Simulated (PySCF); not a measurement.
# BBrH2: the cost of one run

Computed with PySCF 2.14.0 and routines of our own; the level stands in each step. Atoms count from 0.

## Step 1: The starting structure

4 atoms, charge 0, multiplicity 1; geometry from: GFN2-xTB.

## Step 2: Optimising the geometry at PBE0-D3(BJ)/def2-SVP

What the job is given:

```
{"job": {"xc": "PBE0", "basis": "def2-SVP", "d3": "d3bj", "grid": 1, "maxiter": 30, "kind": "geom"}, "charge": 0, "multiplicity": 1}
B     -0.170618     0.012710    -0.192147
Br     1.637831    -0.108947    -0.519325
H     -0.764052     0.926154    -0.617917
H     -0.692927    -0.825145     0.434896
```

On the command line:

```bash
$ OMP_NUM_THREADS=1 python heavy_run.py task.json out
```

One launch serves the whole session: the jobs run in the order shown.

Q: Estimate the wall time and peak memory of this first job on 1 thread of Arm Neoverse V2, shared host.

About 2.2 s, with a peak of 0.28 GiB.
